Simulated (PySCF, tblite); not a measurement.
# C₆H₁₃FSi₂: geometry, infrared bands and NMR shifts

Aim: predict the infrared bands and NMR shifts of C₆H₁₃FSi₂ (`C=C[C@H]([SiH3])[SiH2]/C=C/CF`).

The runs use tblite 0.8.0 and PySCF 2.14.0, with density-fitted response routines of our own; the level of theory stands in each step. All values are computed, except where a source is named. Atoms are numbered from 0 throughout.

## (1) Starting geometry

22 atoms, charge 0, multiplicity 1; geometry from: force field or distance geometry start.

Bonds of the start (Å): C0–C1 1.31, C1–C2 1.48, C2–Si3 1.87, C2–Si4 1.86, Si4–C5 1.82, C5–C6 1.35, C6–C7 1.50, C7–F8 1.40, C0–H9 1.09, C0–H10 1.09, C1–H11 1.11, C2–H12 1.13, Si3–H13 1.47, Si3–H14 1.49, Si3–H15 1.47, Si4–H16 1.46, Si4–H17 1.48, C5–H18 1.11, C6–H19 1.09, C7–H20 1.12, C7–H21 1.10.

## (2) Optimising the geometry with GFN2-xTB

Job settings and geometry (Å):

```
{"job": {"kind": "relax", "xc": "GFN2-xTB", "basis": "xTB"}, "charge": 0, "multiplicity": 1}
C     -3.230200    -1.442100     0.538100
C     -2.000800    -1.241800     0.126000
C     -1.280000     0.037800     0.334400
Si    -2.392800     1.523400     0.129400
Si     0.120200     0.267400    -0.872800
C      1.741300     0.443700    -0.074300
C      2.756400    -0.318600    -0.531800
C      4.083100    -0.165100     0.144000
F      4.515300    -1.369300     0.710700
H     -3.837700    -0.692600     1.039000
H     -3.677600    -2.414000     0.352400
H     -1.432200    -2.050900    -0.367200
H     -0.833600     0.015000     1.368800
H     -2.170300     2.044700    -1.227000
H     -2.011400     2.595200     1.089300
H     -3.815800     1.231600     0.360200
H      0.147900    -0.805200    -1.868200
H     -0.135100     1.507000    -1.648000
H      1.931400     1.142700     0.766500
H      2.615200    -1.022300    -1.346600
H      4.809500     0.064800    -0.681700
H      4.086600     0.667900     0.856600
```

On the command line:

```
$ OMP_NUM_THREADS=1 python probes_run.py task.json out
```

The driver reads the jobs from task.json and runs them one after another.

**Question.** This job is followed by: GFN2-xTB harmonic vibrations, gas phase; GIAO PBE0/pcSseg-1 NMR shielding, non-relativistic, gas phase. Predict these results of the whole session: strongest single infrared mode (GFN2-xTB); zero-point energy (GFN2-xTB); 13C shifts against TMS (PBE0/pcSseg-1); 1H shifts against TMS (PBE0/pcSseg-1, means over atoms taken as alike); 29Si shifts against TMS (PBE0/pcSseg-1); 19F shifts against CFCl3 (PBE0/pcSseg-1); surface potential, 1st and 99th percentile.

As calculated:

| quantity | value |
| --- | --- |
| strongest single infrared mode (GFN2-xTB) | 2249 cm⁻¹, 460 km/mol |
| zero-point energy (GFN2-xTB) | 100.6 kcal/mol |
| 13C shifts against TMS (PBE0/pcSseg-1) | 156.7, 143.7, 131.1, 119.0, 89.7, 21.7 ppm |
| 1H shifts against TMS (PBE0/pcSseg-1, means over atoms taken as alike) | 6.82, 6.05, 5.92, 5.49, 5.40, 5.21, 5.10, 4.47, 4.36, 4.01, 1.72 ppm |
| 29Si shifts against TMS (PBE0/pcSseg-1) | -36.3, -67.0 ppm |
| 19F shifts against CFCl3 (PBE0/pcSseg-1) | -245.3 ppm |
| surface potential, 1st and 99th percentile | -1.02 V and 1.02 V |

What this shows: Relaxing lowered the energy by 0.856 eV in 253 steps; the close pair that moved most is Si4–C5, from 1.816 to 1.881 Å. All 60 modes are real, so the xTB geometry is a minimum. Unscaled tight-binding wavenumbers are off by several per cent, some by more. Its intensities can rank the bands wrongly. At PBE0/pcSseg-1, counted by nearest atom on the grid, the HOMO lies on C0 33 %; C1 21 %, the LUMO on C5, C6 about 27 % each.
